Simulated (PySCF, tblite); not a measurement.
**C₃H₁₀GeO₂Si: a rotation path, then NMR shifts on frames**

How do NMR shifts of C₃H₁₀GeO₂Si (`[SiH3][CH2][GeH]1[O]CC[O]1`) change as the atoms move?

Computed with tblite 0.8.0 and PySCF 2.14.0, with density-fitted response routines of our own, on a single molecule in the gas phase. Atoms count from 0, in the outputs and in this text.

### 1 The molecule as given

17 atoms, charge 0, multiplicity 1; geometry from: GFN2-xTB.

Bonds of the start (Å): Si0–C1 1.90, C1–Ge2 1.98, Ge2–O3 1.79, O3–C4 1.41, C4–C5 1.53, C5–O6 1.41, O6–Ge2 1.79, Si0–H7 1.47, Si0–H8 1.46, Si0–H9 1.47, C1–H10 1.09, C1–H11 1.09, Ge2–H12 1.53, C4–H13 1.10, C4–H14 1.09, C5–H15 1.10, C5–H16 1.09.

### 2 The rotation path with GFN2-xTB

What the job is given:

```
{"job": {"kind": "neb", "xc": "GFN2-xTB", "basis": "xTB", "atoms": [0, 1, 2, 3], "turn": 120}, "charge": 0, "multiplicity": 1}
Si     2.309604     0.607160     0.401791
C      1.694370    -1.136578    -0.049791
Ge    -0.275232    -1.284771     0.050786
O     -1.063073    -0.093083    -1.030380
C     -2.044553     0.632109    -0.326373
C     -1.664332     0.659683     1.160499
O     -1.053766    -0.564819     1.495194
H      1.912299     0.935658     1.773776
H      1.787192     1.599520    -0.539690
H      3.774017     0.560877     0.311391
H      1.991032    -1.400911    -1.061962
H      2.120567    -1.882454     0.617907
H     -0.873300    -2.680512    -0.111546
H     -3.019602     0.149062    -0.449285
H     -2.089040     1.641722    -0.741024
H     -0.965183     1.482554     1.348085
H     -2.547998     0.786814     1.790174
```

Level: GFN2-xTB climbing-image nudged elastic band, gas phase.

On the command line:

```sh
OMP_NUM_THREADS=1 python probes_run.py task.json out
```

The driver reads the jobs from task.json and runs them one after another.

The program printed:

```text
image   E - E0 / eV
  0      -0.0000
  1       0.0079
  2       0.0229
  3       0.0396
  4       0.0545
  5       0.0643
  6       0.0676
  7       0.0680
  8       0.0669
```

Wall time 2.6 s (1 thread of Arm Neoverse V1, shared host); peak memory 0.18 GiB.

The final band, with the dihedral Si0–C1–Ge2–O3:

```tsv
image	dihedral (°)	energy (eV)	energy (kcal/mol)
0	58	0.000	0.0
1	72	0.008	0.2
2	87	0.023	0.5
3	101	0.040	0.9
4	116	0.054	1.3
5	130	0.064	1.5
6	145	0.068	1.6
7	160	0.068	1.6
8	174	0.067	1.5
```

### 3 Nuclear shieldings: image 0, PBE0/pcSseg-1

What the job is given:

```
{"job": {"kind": "nmr", "xc": "PBE0", "basis": "pcSseg-1", "pop": false}, "charge": 0, "multiplicity": 1}
Si     2.309600     0.607200     0.401800
C      1.694400    -1.136600    -0.049800
Ge    -0.275200    -1.284800     0.050800
O     -1.063100    -0.093100    -1.030400
C     -2.044600     0.632100    -0.326400
C     -1.664300     0.659700     1.160500
O     -1.053800    -0.564800     1.495200
H      1.912300     0.935700     1.773800
H      1.787200     1.599500    -0.539700
H      3.774000     0.560900     0.311400
H      1.991000    -1.400900    -1.062000
H      2.120600    -1.882500     0.617900
H     -0.873300    -2.680500    -0.111500
H     -3.019600     0.149100    -0.449300
H     -2.089000     1.641700    -0.741000
H     -0.965200     1.482600     1.348100
H     -2.548000     0.786800     1.790200
```

Level: GIAO PBE0/pcSseg-1 NMR shielding, non-relativistic, gas phase.

The program printed:

```text
coarse grid: 64448 points
cycle   1  E = -2636.1432348936  dE =  7.402e-02  |g| = 1.288e+00  |ddm| = 3.781e+00
cycle   2  E = -2635.8148720859  dE =  3.284e-01  |g| = 1.851e+00  |ddm| = 2.099e+00
cycle   3  E = -2636.3466287677  dE = -5.318e-01  |g| = 2.154e-01  |ddm| = 1.503e+00
cycle   4  E = -2636.3536999932  dE = -7.071e-03  |g| = 8.270e-02  |ddm| = 1.794e-01
cycle   5  E = -2636.3547430195  dE = -1.043e-03  |g| = 1.321e-02  |ddm| = 6.802e-02
cycle   6  E = -2636.3547850567  dE = -4.204e-05  |g| = 4.157e-03  |ddm| = 1.532e-02
cycle   7  E = -2636.3547885300  dE = -3.473e-06  |g| = 8.698e-04  |ddm| = 3.679e-03
final grid: 134728 points
cycle   8  E = -2636.3548394509  dE =  9.118e-08  |g| = 1.302e-03  |ddm| = 2.513e-03
cycle   9  E = -2636.3548389096  dE =  5.413e-07  |g| = 2.171e-03  |ddm| = 2.503e-03
cycle  10  E = -2636.3548397612  dE = -8.516e-07  |g| = 1.761e-04  |ddm| = 1.563e-03
cycle  11  E = -2636.3548397671  dE = -5.880e-09  |g| = 2.019e-05  |ddm| = 1.504e-04
cycle  12  E = -2636.3548397671  dE = -7.367e-11  |g| = 5.499e-06  |ddm| = 2.106e-05
converged SCF energy = -2636.3548397671

GIAO shielding tensors (ppm)
atom      isotropic    diamagn.    paramagn.     s11        s22        s33       span
  0 Si     426.644     879.729    -453.085    406.547    412.099    461.287     54.740
  1 C      186.730     258.527     -71.797    177.057    181.683    201.449     24.393
  2 Ge    1219.187    2757.790   -1538.603   1111.889   1261.619   1284.052    172.163
  3 O      294.180     402.412    -108.232    251.969    279.430    351.140     99.171
  4 C      117.246     242.984    -125.738     85.174    107.990    158.574     73.400
  5 C      116.953     246.016    -129.063     87.253    107.194    156.411     69.159
  6 O      295.131     403.742    -108.611    253.426    284.393    347.574     94.149
  7 H       27.621      29.668      -2.047     23.497     27.030     32.337      8.840
  8 H       27.679      30.011      -2.332     23.595     27.143     32.298      8.703
  9 H       27.605      28.326      -0.721     23.640     25.095     34.080     10.440
 10 H       31.280      31.540      -0.261     26.213     28.478     39.148     12.935
 11 H       31.402      30.480       0.922     26.088     28.473     39.646     13.558
 12 H       25.467      28.643      -3.175     18.341     19.546     38.515     20.175
 13 H       27.830      28.715      -0.885     22.027     25.502     35.962     13.935
 14 H       27.488      29.240      -1.753     23.387     25.315     33.760     10.373
 15 H       27.848      31.666      -3.818     23.031     25.775     34.736     11.705
 16 H       27.519      28.553      -1.034     23.192     25.323     34.042     10.850
```

Wall time 39 s (1 thread of Arm Neoverse V1, shared host); peak memory 0.97 GiB.

Shifts follow as δ = σ(reference) − σ, with reference shieldings (ppm) from runs at the same level and on the same kind of geometry: ¹H TMS 31.72, ¹³C TMS 186.9, ²⁹Si TMS 349.2, ¹⁷O H2O 336.1, ⁷³Ge GeMe4 1331. The references are single molecules in the gas phase, so shifts against H2O, NH3, PH3, H3PO4 or CFCl3 are not on the usual liquid scales and can be off by tens of ppm. Each atom is listed at this fixed geometry, with no averaging over motion; a spectrum would average atoms that exchange fast.

```tsv
atoms	environment	σ (ppm)	δ (ppm)
C5	sp3 CH2 bonded to O	117.0	70.0
C4	sp3 CH2 bonded to O	117.2	69.7
C1	sp3 CH2 bonded to Ge and Si	186.7	0.2
H12	hydrogen on a germanium bonded to C, 2 O, in a 5-membered ring	25.47	6.25
H14	hydrogen on an sp3 CH2 bonded to O	27.49	4.23
H16	hydrogen on an sp3 CH2 bonded to O	27.52	4.20
H9	hydrogen on a silicon bonded to C	27.61	4.11
H7	hydrogen on a silicon bonded to C	27.62	4.10
H8	hydrogen on a silicon bonded to C	27.68	4.04
H13	hydrogen on an sp3 CH2 bonded to O	27.83	3.89
H15	hydrogen on an sp3 CH2 bonded to O	27.85	3.87
H10	hydrogen on an sp3 CH2 bonded to Ge and Si	31.28	0.44
H11	hydrogen on an sp3 CH2 bonded to Ge and Si	31.40	0.31
Si0	silicon bonded to C, 3 H	426.6	-77.5
Ge2	germanium bonded to C, 2 O, H, in a 5-membered ring	1219	112
O3	oxygen bonded to C, Ge, in a 5-membered ring	294.2	41.9
O6	oxygen bonded to C, Ge, in a 5-membered ring	295.1	40.9
```

Ring of atoms Ge2, O3, C4, C5, O6: NICS(0) -8.6, NICS(1) -3.2, NICS(1)zz -6.9 ppm (means of both faces).

The fields below are evaluated on a grid from the run's orbitals.

Frontier orbitals at PBE0/pcSseg-1, with the share of their density that lies nearest to each atom:

```tsv
orbital	energy (eV)	lies on
HOMO	-7.51	O6 36 %; O3 27 %; H13, H15 about 10 % each
LUMO	0.51	6 H atoms about 11 % each; C1 10 %; Si0 9 %
```

ELF in a plane through or near 4 of the atoms.

Values, 10 rows by 14 columns:
```
0.00 0.00 0.00 0.00 0.00 0.00 0.00 0.00 0.00 0.00 0.00 0.00 0.00 0.00
0.00 0.00 0.00 0.00 0.00 0.00 0.00 0.00 0.00 0.00 0.00 0.00 0.00 0.00
0.00 0.00 0.01 0.02 0.02 0.04 0.01 0.00 0.01 0.00 0.00 0.00 0.00 0.00
0.00 0.01 0.96 0.94 0.25 0.40 0.14 0.07 0.90 0.12 0.00 0.00 0.00 0.00
0.00 0.09 1.00 1.00 0.39 0.12 0.13 0.02 0.40 0.70 0.05 0.00 0.00 0.00
0.00 0.00 0.04 0.08 0.74 0.84 0.44 0.22 0.07 0.57 0.86 0.54 0.00 0.00
0.00 0.00 0.00 0.08 0.57 0.59 0.28 0.66 0.23 0.02 0.73 0.22 0.00 0.00
0.00 0.00 0.00 0.01 0.04 0.06 0.30 0.98 0.90 0.03 0.00 0.00 0.00 0.00
0.00 0.00 0.00 0.00 0.00 0.00 0.31 0.99 0.92 0.02 0.00 0.00 0.00 0.00
0.00 0.00 0.00 0.00 0.00 0.00 0.00 0.00 0.00 0.00 0.00 0.00 0.00 0.00
```
The map spans 12.5 Å across and 10.8 Å up, centred on the molecule. Atoms in the plane (x, y in Å): Si0 (-2.2, 1.0), C1 (-1.9, -0.9), Ge2 (0.1, -1.3), H9 (-3.6, 1.1).

log10 of the density (e/Å³) in the same plane.

Ten even steps from ' ' (-4.0) to '@' (1.7):
```
                                                        
                                                        
                                                        
            ..............                              
      ....::::::------::::::..::::::....                
    ..::::------======----::::------::::..              
    ..--====++++++++++++==----==++====--::::..          
  ..::==++********##**++==--==++++++++==----::..        
  ..::==++**##**%%@@**++======++******++==--::..        
    ::--==++++********++++====++**####**++==--::..      
    ..::----==++**####**++++**++++********++==::..      
      ..::--==++**@@%%****##%%****++++++++++==::..      
        ..::==++**##******%%@@##++========----::        
        ..::--==++++++++++******++==--::::::..          
          ..::----======++++****++==--....              
            ..::::::----==++**++==--::..                
                  ....::--======----::                  
                      ..::::--::::....                  
                          ........                      
                                                        
```
The map spans 12.5 Å across and 10.8 Å up, centred on the molecule. Atoms in the plane (x, y in Å): Si0 (-2.2, 1.0), C1 (-1.9, -0.9), Ge2 (0.1, -1.3), H9 (-3.6, 1.1).

On the surface of density 0.002 e/bohr³ the electrostatic potential runs, from the 1st to the 99th percentile, from -1.57 V near O6 to 1.41 V near Ge2.

(Part 1 of 2 ends here.)
